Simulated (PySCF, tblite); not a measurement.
**bromodichloroborane(3) (BBrCl₂): isotopologues and vibrational averages**

How do isotopes change the rotational constants and shieldings of bromodichloroborane(3) (BBrCl₂) (`ClB(Cl)Br`)?

Programs: PySCF 2.14.0 with density-fitted response routines of our own, and tblite 0.8.0. All values are computed, except where a source is named. Atoms count from 0 throughout.

### Step 1. The starting structure

4 atoms, charge 0, multiplicity 1; geometry from: force field or distance geometry start.

Bonds of the start (Å): B1–Br3 2.02, B1–Cl2 1.85, Cl0–B1 1.78.

### Step 2. GFN2-xTB relaxation, lowest of a short conformer search

Job settings and geometry (Å):

```
{"job": {"xc": "GFN2-xTB", "basis": "xTB", "kind": "relax"}, "charge": 0, "multiplicity": 1}
Cl    -0.897200     1.593100    -0.041100
B     -0.068600     0.020400     0.042400
Cl    -0.941300    -1.607300    -0.024000
Br     1.948100     0.012900    -0.068800
```

The run is started by

```bash
$ OMP_NUM_THREADS=1 python ens_run.py task.json out
```

The driver reads the study from task.json and runs its stages one after another.

What it wrote:

```text
step      E/eV     max force
  0    -394.37604    1.991
  1    -394.50653    1.635
  2    -394.67297    0.972
  3    -394.71380    0.290
  4    -394.71776    0.209
  5    -394.71929    0.150
  6    -394.72122    0.163
  7    -394.72257    0.121
  8    -394.72308    0.071
  9    -394.72320    0.026
 10    -394.72322    0.008
 11    -394.72322    0.005
 12    -394.72322    0.005
 13    -394.72322    0.006
 14    -394.72323    0.004
```

Run time: 0.06 s. Hardware: 1 thread of AMD EPYC 9R14, shared host.

The energy fell by 0.347 eV, and the atoms moved 0.10 Å (root mean square).

### Step 3. Tight optimisation and Hessian

Job settings and geometry (Å):

```
{"job": {"xc": "B3LYP", "basis": "pcSseg-1", "grid": 2, "temperatures": [200, 400], "kind": "geom"}, "charge": 0, "multiplicity": 1}
Cl    -0.884775     1.501011    -0.019161
B     -0.030417     0.004852    -0.022446
Cl    -0.894215    -1.485938    -0.002782
Br     1.850344    -0.000834    -0.047028
```

What it wrote:

```text
step   0  E = -95764.2260601 eV  max force = 0.73717
step   1  E = -95764.2574867 eV  max force = 0.19285
step   2  E = -95764.2595081 eV  max force = 0.03332
step   3  E = -95764.2595382 eV  max force = 0.00898
step   4  E = -95764.2595405 eV  max force = 0.00045
step   5  E = -95764.2595405 eV  max force = 0.00045
harmonic wavenumbers (cm-1): 213.4 225.6 408.9 426.9 870.5 942.3
```

Wall time 90 s (1 thread of AMD EPYC 9R14, shared host); peak memory 0.57 GiB.

### Step 4. Displacements along the modes, parent

Job settings and geometry (Å):

```
{"job": {"xc": "B3LYP", "basis": "pcSseg-1", "grid": 2, "temperatures": [200, 400], "kind": "vib", "mass_numbers": [35, 11, 35, 79]}, "charge": 0, "multiplicity": 1}
Cl    -0.900902     1.523288    -0.019082
B     -0.028962     0.004884    -0.022428
Cl    -0.910222    -1.508001    -0.002464
Br     1.881022    -0.001081    -0.047443
```

What it wrote:

```text
mode    cm-1    km/mol   phi_rrr   E(+)/cm-1  E(-)/cm-1
  1    213.40     0.31      -0.0      38.41      38.44
  2    225.63     0.46      -4.7      40.49      40.76
  3    408.91     1.56      47.3      75.31      71.94
  4    426.86     4.36       1.8      76.99      76.84
  5    870.53   360.40    -103.0     153.14     160.50
  6    942.30   352.36       0.2     169.85     169.88
```

Run time: 56 s. Hardware: 1 thread of AMD EPYC 9R14, shared host; peak memory 0.57 GiB.

### Step 5. Displacements along the modes, 81Br at atom 3

Job settings and geometry (Å):

```
{"job": {"xc": "B3LYP", "basis": "pcSseg-1", "grid": 2, "temperatures": [200, 400], "kind": "vib", "mass_numbers": [35, 11, 35, 81]}, "charge": 0, "multiplicity": 1}
Cl    -0.900902     1.523288    -0.019082
B     -0.028962     0.004884    -0.022428
Cl    -0.910222    -1.508001    -0.002464
Br     1.881022    -0.001081    -0.047443
```

What it wrote:

```text
mode    cm-1    km/mol   phi_rrr   E(+)/cm-1  E(-)/cm-1
  1    212.90     0.31       0.0      38.35      38.32
  2    224.73     0.45       4.5      40.59      40.33
  3    408.11     1.59      47.0      75.16      71.80
  4    426.80     4.36       1.8      76.98      76.83
  5    870.22   360.11     102.4     160.42     153.10
  6    942.30   352.36      -0.2     169.88     169.85
```

Run time: 56 s. Hardware: 1 thread of AMD EPYC 9R14, shared host; peak memory 0.57 GiB.

### Step 6. Displacements along the modes, 10B at atom 1

Job settings and geometry (Å):

```
{"job": {"xc": "B3LYP", "basis": "pcSseg-1", "grid": 2, "temperatures": [200, 400], "kind": "vib", "mass_numbers": [35, 10, 35, 79]}, "charge": 0, "multiplicity": 1}
Cl    -0.900902     1.523288    -0.019082
B     -0.028962     0.004884    -0.022428
Cl    -0.910222    -1.508001    -0.002464
Br     1.881022    -0.001081    -0.047443
```

What it wrote:

```text
mode    cm-1    km/mol   phi_rrr   E(+)/cm-1  E(-)/cm-1
  1    214.16     0.28       0.0      38.57      38.55
  2    225.73     0.45       4.6      40.77      40.51
  3    409.67     1.35      47.3      75.45      72.07
  4    445.97     4.75       1.8      80.44      80.29
  5    907.86   393.34     115.2     167.67     159.43
  6    981.15   382.56      -0.2     176.89     176.86
```

Run time: 56 s. Hardware: 1 thread of AMD EPYC 9R14, shared host; peak memory 0.57 GiB.

### Step 7. Displacements along the modes, 37Cl at atom 0, 81Br at atom 3

Job settings and geometry (Å):

```
{"job": {"xc": "B3LYP", "basis": "pcSseg-1", "grid": 2, "temperatures": [200, 400], "kind": "vib", "mass_numbers": [37, 11, 35, 81]}, "charge": 0, "multiplicity": 1}
Cl    -0.900902     1.523288    -0.019082
B     -0.028962     0.004884    -0.022428
Cl    -0.910222    -1.508001    -0.002464
Br     1.881022    -0.001081    -0.047443
```

What it wrote:

```text
mode    cm-1    km/mol   phi_rrr   E(+)/cm-1  E(-)/cm-1
  1    210.65     0.29       2.4      38.03      37.83
  2    222.75     0.44       4.3      40.23      39.98
  3    403.65     1.46      46.3      74.33      71.02
  4    426.41     4.35       1.7      76.91      76.76
  5    869.11   359.60     104.2     160.28     152.84
  6    940.37   351.07     -15.1     168.99     170.04
```

Run time: 57 s. Hardware: 1 thread of AMD EPYC 9R14, shared host; peak memory 0.57 GiB.

### Step 8. Displacements along the modes, 37Cl at atom 0

Job settings and geometry (Å):

```
{"job": {"xc": "B3LYP", "basis": "pcSseg-1", "grid": 2, "temperatures": [200, 400], "kind": "vib", "mass_numbers": [37, 11, 35, 79]}, "charge": 0, "multiplicity": 1}
Cl    -0.900902     1.523288    -0.019082
B     -0.028962     0.004884    -0.022428
Cl    -0.910222    -1.508001    -0.002464
Br     1.881022    -0.001081    -0.047443
```

What it wrote:

```text
mode    cm-1    km/mol   phi_rrr   E(+)/cm-1  E(-)/cm-1
  1    211.16     0.29       2.3      38.12      37.92
  2    223.64     0.46       4.5      40.39      40.13
  3    404.45     1.43      46.6      74.49      71.16
  4    426.48     4.35       1.7      76.92      76.77
  5    869.42   359.89     104.8     160.36     152.88
  6    940.37   351.08     -15.2     168.99     170.04
```

Run time: 56 s. Hardware: 1 thread of AMD EPYC 9R14, shared host; peak memory 0.57 GiB.

### Step 9. Displacements along the modes, 10B at atom 1, 81Br at atom 3

Job settings and geometry (Å):

```
{"job": {"xc": "B3LYP", "basis": "pcSseg-1", "grid": 2, "temperatures": [200, 400], "kind": "vib", "mass_numbers": [35, 10, 35, 81]}, "charge": 0, "multiplicity": 1}
Cl    -0.900902     1.523288    -0.019082
B     -0.028962     0.004884    -0.022428
Cl    -0.910222    -1.508001    -0.002464
Br     1.881022    -0.001081    -0.047443
```

What it wrote:

```text
mode    cm-1    km/mol   phi_rrr   E(+)/cm-1  E(-)/cm-1
  1    213.66     0.28       0.0      38.49      38.46
  2    224.83     0.43       4.5      40.60      40.35
  3    408.89     1.37      47.1      75.30      71.94
  4    445.90     4.75       1.8      80.43      80.28
  5    907.55   393.05     114.7     167.59     159.40
  6    981.15   382.55      -0.2     176.89     176.86
```

Run time: 56 s. Hardware: 1 thread of AMD EPYC 9R14, shared host; peak memory 0.57 GiB.

### Step 10. Displacements along the modes, 37Cl at atom 0, 10B at atom 1

Job settings and geometry (Å):

```
{"job": {"xc": "B3LYP", "basis": "pcSseg-1", "grid": 2, "temperatures": [200, 400], "kind": "vib", "mass_numbers": [37, 10, 35, 79]}, "charge": 0, "multiplicity": 1}
Cl    -0.900902     1.523288    -0.019082
B     -0.028962     0.004884    -0.022428
Cl    -0.910222    -1.508001    -0.002464
Br     1.881022    -0.001081    -0.047443
```

What it wrote:

```text
mode    cm-1    km/mol   phi_rrr   E(+)/cm-1  E(-)/cm-1
  1    211.89     0.27       2.4      38.25      38.05
  2    223.74     0.44       4.4      40.41      40.16
  3    405.17     1.23      46.7      74.62      71.28
  4    445.60     4.74       1.8      80.37      80.22
  5    906.83   392.81     116.9     167.54     159.19
  6    979.31   381.27     -14.8     176.03     177.06
```

It took 56 s on 1 thread of AMD EPYC 9R14, shared host; peak memory 0.57 GiB.

### Step 11. Vibrational averages by isotopologue

Job settings and geometry (Å):

```
{"job": {"xc": "B3LYP", "basis": "pcSseg-1", "grid": 2, "temperatures": [200, 400], "kind": "iso"}, "charge": 0, "multiplicity": 1}
Cl    -0.900902     1.523288    -0.019082
B     -0.028962     0.004884    -0.022428
Cl    -0.910222    -1.508001    -0.002464
Br     1.881022    -0.001081    -0.047443
```

What it wrote:

```text
parent
  Be/MHz 3145.531 1732.709 1117.266
  B0/MHz 3136.299 1727.648 1112.935
  ZPE/cm-1 1543.8
  <sigma>(0 K)/ppm 599.054 36.675 599.060 1973.420
81Br at atom 3
  Be/MHz 3145.531 1711.582 1108.443
  B0/MHz 3136.295 1706.586 1104.154
  ZPE/cm-1 1542.5
  <sigma>(0 K)/ppm 599.058 36.675 599.064 1973.449
10B at atom 1
  Be/MHz 3145.531 1734.575 1118.041
  B0/MHz 3135.924 1729.29 1113.568
  ZPE/cm-1 1592.3
  <sigma>(0 K)/ppm 598.821 36.659 598.826 1972.867
37Cl at atom 0, 81Br at atom 3
  Be/MHz 3061.839 1686.994 1087.7
  B0/MHz 3052.874 1682.073 1083.502
  ZPE/cm-1 1536.5
  <sigma>(0 K)/ppm 599.102 36.678 599.085 1973.494
37Cl at atom 0
  Be/MHz 3061.864 1708.063 1096.423
  B0/MHz 3052.902 1703.077 1092.185
  ZPE/cm-1 1537.8
  <sigma>(0 K)/ppm 599.098 36.677 599.081 1973.470
10B at atom 1, 81Br at atom 3
  Be/MHz 3145.531 1713.513 1109.253
  B0/MHz 3135.92 1708.295 1104.822
  ZPE/cm-1 1591.0
  <sigma>(0 K)/ppm 598.826 36.660 598.831 1972.896
37Cl at atom 0, 10B at atom 1
  Be/MHz 3061.889 1709.757 1097.124
  B0/MHz 3052.561 1704.551 1092.746
  ZPE/cm-1 1586.3
  <sigma>(0 K)/ppm 598.865 36.662 598.848 1972.918
```

Run time: 8.2 min. Hardware: 1 thread of AMD EPYC 9R14, shared host; peak memory 0.57 GiB. This counts the whole study up to here.

Rotational constants (MHz) at equilibrium and in the ground state:

```csv
isotopologue,Be,B0,zero-point change (cm⁻¹)
parent,"3145.5, 1732.7, 1117.3","3136.3, 1727.6, 1112.9",0.0
81Br at atom 3,"3145.5, 1711.6, 1108.4","3136.3, 1706.6, 1104.2",-1.3
10B at atom 1,"3145.5, 1734.6, 1118.0","3135.9, 1729.3, 1113.6",48.5
"37Cl at atom 0, 81Br at atom 3","3061.8, 1687.0, 1087.7","3052.9, 1682.1, 1083.5",-7.3
37Cl at atom 0,"3061.9, 1708.1, 1096.4","3052.9, 1703.1, 1092.2",-6.0
"10B at atom 1, 81Br at atom 3","3145.5, 1713.5, 1109.3","3135.9, 1708.3, 1104.8",47.2
"37Cl at atom 0, 10B at atom 1","3061.9, 1709.8, 1097.1","3052.6, 1704.6, 1092.7",42.5
```

Shieldings of the first species (ppm): at equilibrium, the vibrational parts at 0 K, and the averages:

```csv
atom,equilibrium,anharmonic,harmonic,0 K,200 K,400 K
Cl0,606.47,-2.15,-5.27,599.05,597.97,594.93
B1,37.22,-0.35,-0.19,36.67,36.57,36.31
Cl2,606.49,-2.16,-5.27,599.06,597.97,594.93
Br3,1990.40,-5.56,-11.43,1973.42,1970.41,1962.28
```

Isotope effects on the shieldings at 0 K (ppb; positive means more shielded):

```csv
atom,81Br at atom 3,10B at atom 1,"37Cl at atom 0, 81Br at atom 3",37Cl at atom 0,"10B at atom 1, 81Br at atom 3","37Cl at atom 0, 10B at atom 1"
Cl0,4,-233,48,44,-228,-190
B1,0,-16,3,2,-15,-13
Cl2,4,-233,25,21,-228,-212
Br3,29,-554,74,50,-524,-502
```

### Step 12. Results

| quantity | value |
| --- | --- |
| point group | C2v |
| B0 of the first species | 3136.3, 1727.6, 1112.9 MHz |
| zero-point energy | 1544 cm⁻¹ |
| zero-point change of σ(Br3) | -16.98 ppm |

**Reading.** Zero-point motion changes the shielding of Br3 most, by -16.98 ppm. The largest secondary isotope effect is -554 ppb on Br3, 1 bond from the change (10B at atom 1). The job flags a low mode; perturbation theory is less sure for low modes. Spin-orbit coupling is left out, which matters at and beside the heavy atoms.
